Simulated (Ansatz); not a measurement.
# FH6OW: the cost of one run

Method: UKS PBE-D4/def2-SVP, in Ansatz 0.2.0.

### Step 1. The system as given

Bond lengths: W1–H2 1.970 Å, W1–F3 1.850 Å, W1–H4 1.720 Å, W1–H5 1.720 Å, W1–H6 1.720 Å, W1–H7 1.720 Å, O8–H9 1.010 Å. Angles (14 of 15 angles, heavy atoms first): H2–W1–F3 90.0°, F3–W1–H4 90.0°, F3–W1–H5 180.0°, F3–W1–H6 90.0°, F3–W1–H7 90.0°, H2–W1–H4 90.0°, H2–W1–H5 90.0°, H2–W1–H6 90.0°, H2–W1–H7 180.0°, H4–W1–H5 90.0°, H4–W1–H6 180.0°, H4–W1–H7 90.0°, H5–W1–H6 90.0°, H5–W1–H7 90.0°.

As a file:

```xyz
9

W     0.0000    0.0000    0.0000
H     0.0000    0.0000    1.9700
F     1.8500    0.0000    0.0000
H     0.0000    1.7200    0.0000
H    -1.7200    0.0000    0.0000
H     0.0000   -1.7200    0.0000
H     0.0000    0.0000   -1.7200
O     0.0000    0.0000    3.2800
H    -0.5144   -0.8011    3.6171
```

### Step 2. A restrained relaxation towards end A

Springs on the bonds that form and break draw the guess towards this end; the thresholds are loose.

Input file input.yaml:

```yaml
crystal:
  periodic: [false, false, false]
  atoms:
    - { symbol: W, position_ang: [0.0, 0.0, 0.0] }
    - { symbol: H, position_ang: [0.0, 0.0, 1.97] }
    - { symbol: F, position_ang: [1.85, 0.0, 0.0] }
    - { symbol: H, position_ang: [0.0, 1.72, 0.0] }
    - { symbol: H, position_ang: [-1.72, 0.0, 0.0] }
    - { symbol: H, position_ang: [0.0, -1.72, 0.0] }
    - { symbol: H, position_ang: [0.0, 0.0, -1.72] }
    - { symbol: O, position_ang: [0.0, 0.0, 3.28] }
    - { symbol: H, position_ang: [-0.5144, -0.8011, 3.6171] }
magnetization:
  spin_polarized: true
  initial_magnetization: 1
basis:
  gaussian: { orbitals: def2-SVP }
hamiltonian:
  xc: pbe
  dispersion: d4
relax:
  f_tol: 0.15
  max_steps: 25
  restrain:
    - { distance: [1, 7], at: 2.21, k: 30.0 }
    - { distance: [0, 1], at: 1.72, k: 30.0 }
output:
  orbitals: {}
```

Started as:

```bash
$ ansatz run input.yaml --threads 2 --pin off --max-ram 3072MiB --backend cpu --events-out ev --progress --plain --runs-dir out
```

Q: Estimate wall time and peak memory on 2 threads of Arm Neoverse V1, shared host.

About 2.1 min, with a peak of 0.21 GiB.
